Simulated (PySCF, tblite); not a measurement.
**C3H19O5S+, an ion with solvent molecules: infrared bands, NMR shifts and interaction energy**

Wanted: the infrared bands, NMR shifts and interaction energy for `C[S+](C)C` with 5 × `O`.

Programs: tblite 0.8.0 and PySCF 2.14.0. All values are calculated, for the isolated system unless a continuum is named. Atoms count from 0, parts from 1.

### Step 1. The system as given

28 atoms, charge 1, multiplicity 1; geometry: rigid parts in contact. Parts: 1 = atoms 0–12, `C[S+](C)C`, charge 1; 2 = atoms 13–15, `O`, charge 0; 3 = atoms 16–18, `O`, charge 0; 4 = atoms 19–21, `O`, charge 0; 5 = atoms 22–24, `O`, charge 0; 6 = atoms 25–27, `O`, charge 0.

### Step 2. Search for minima with GFN2-xTB

What the job is given:

```
{"job": {"kind": "dock", "xc": "GFN2-xTB", "basis": "xTB"}, "charge": 1, "multiplicity": 1, "parts": [{"atoms": "0-12", "charge": 1, "multiplicity": 1}, {"atoms": "13-15", "charge": 0, "multiplicity": 1}, {"atoms": "16-18", "charge": 0, "multiplicity": 1}, {"atoms": "19-21", "charge": 0, "multiplicity": 1}, {"atoms": "22-24", "charge": 0, "multiplicity": 1}, {"atoms": "25-27", "charge": 0, "multiplicity": 1}]}
C     -0.720483    -1.322616     0.038626
S      0.195954    -0.035778     0.899366
C     -0.774094     1.404300     0.362130
C      1.591289     0.117567    -0.237757
H     -1.703378    -1.435886     0.482044
H     -0.804993    -1.086990    -1.014841
H     -0.183604    -2.257601     0.149829
H     -0.282661     2.309093     0.706695
H     -0.878007     1.417896    -0.717783
H     -1.756610     1.346663     0.819527
H      2.260835     0.885160     0.133508
H      2.100721    -0.839177    -0.232379
H      1.256475     0.351652    -1.240524
O      2.179179    -1.541110     2.071390
H      2.297130    -1.490161     3.022086
H      2.551808    -2.382244     1.794498
O     -2.814388    -3.482998    -0.095427
H     -2.655130    -4.377660     0.212418
H     -3.693739    -3.481673    -0.480625
O      1.524059    -2.892632    -1.315041
H      1.223376    -3.630298    -1.847506
H      2.176316    -2.434230    -1.862178
O      3.527250    -1.292728    -2.684776
H      3.949942    -0.580577    -2.200460
H      4.134830    -1.540913    -3.386687
O     -1.850909    -0.697781     2.612338
H     -1.611883    -1.628027     2.637233
H     -2.319347    -0.506236     3.428735
```

Method: GFN2-xTB search for minima from random contacts, gas phase.

Started as:

```
$ OMP_NUM_THREADS=1 python cluster_run.py task.json out
```

This one command runs all jobs of the session in turn.

**Question.** The jobs that follow are: GFN2-xTB harmonic vibrations, gas phase; GIAO PBE0/pcSseg-1 NMR shielding, non-relativistic, gas phase; PBE0-D3(BJ)/def2-SVP interaction energy, counterpoise and uncorrected, gas phase; OLYP/6-31G* interaction energy, counterpoise and uncorrected, gas phase; GIAO OPBE/IGLO-II NMR shielding, non-relativistic, gas phase. Predict: binding energy (GFN2-xTB); strongest single infrared mode (GFN2-xTB); 13C shifts against TMS (PBE0/pcSseg-1); 1H shifts against TMS (PBE0/pcSseg-1); 33S shifts against CS2 (PBE0/pcSseg-1); 17O shifts against H2O (PBE0/pcSseg-1); largest proton shift on binding; interaction energy, counterpoise (PBE0-D3(BJ)/def2-SVP); superposition error; binding energy (with deformation); ΔG of binding, 298 K, 1 atm (xTB thermal terms). Thermal terms come from harmonic xTB runs on each species.

The runs gave:

```
                                                   quantity                                                                                            value
                                  binding energy (GFN2-xTB)                                     -54.05 kcal/mol (rough: tight binding is poor for bare ions)
                  strongest single infrared mode (GFN2-xTB)                                                                                        3319 cm⁻¹
                     13C shifts against TMS (PBE0/pcSseg-1)                                                                             38.6, 37.0, 36.2 ppm
                      1H shifts against TMS (PBE0/pcSseg-1)  6.11, 6.02, 5.40, 4.18, 3.64, 3.58, 3.17, 2.56, 2.53, 2.21, 2.20, 2.07, 2.05, 1.78 ppm and more
                     33S shifts against CS2 (PBE0/pcSseg-1)                                                                                           41 ppm
                     17O shifts against H2O (PBE0/pcSseg-1)                                                                  32.9, 26.6, 22.2, 14.0, 8.6 ppm
                            largest proton shift on binding                                                                                   H15, +5.26 ppm
    interaction energy, counterpoise (PBE0-D3(BJ)/def2-SVP)                                                                                  -55.93 kcal/mol
                                        superposition error                                                                                   19.89 kcal/mol
                          binding energy (with deformation)                                                                                  -54.32 kcal/mol
            ΔG of binding, 298 K, 1 atm (xTB thermal terms)                                                                                    -3.2 kcal/mol
                                  range of the shift of O13                                                                                 32.9 to 41.4 ppm
range of the interaction energy over the runs of this table                                                                        -55.93 to -30.54 kcal/mol
```

In words: At its xTB geometry the search ends with the contact H15···O19 (hydrogen bond, 1.78 Å); 3 starts can't prove it the lowest minimum. Further contacts there: H21···O22 (hydrogen bond, 1.80 Å), H26···O16 (hydrogen bond, 1.83 Å). No mode is imaginary at GFN2-xTB; the softest lies at 13 cm⁻¹. At PBE0/pcSseg-1: The widest tensor belongs to S1: span 104 ppm, with a paramagnetic part of -596 ppm. On binding (GIAO PBE0/pcSseg-1 NMR shielding, non-relativistic, gas phase), H15 moves most among the protons, 5.26 ppm downfield. Of the attraction, electrostatic 59 %, orbital 37 %, dispersion 4 %; Pauli repulsion takes back 56.25 kcal/mol. The terms sum to the uncorrected energy, so the orbital term holds the superposition error. With harmonic xTB thermal terms the free energy of binding in the gas phase is about -3.2 kcal/mol; soft modes make that rough. The geometry is that of tight binding, not a minimum at this level, so the binding values are rough. A part with a negative deformation was relaxed at another level. The interaction energy runs from -55.93 (PBE0-D3(BJ)/def2-SVP) to -30.54 kcal/mol (OLYP/6-31G*). Some runs hold a dispersion term and some don't.
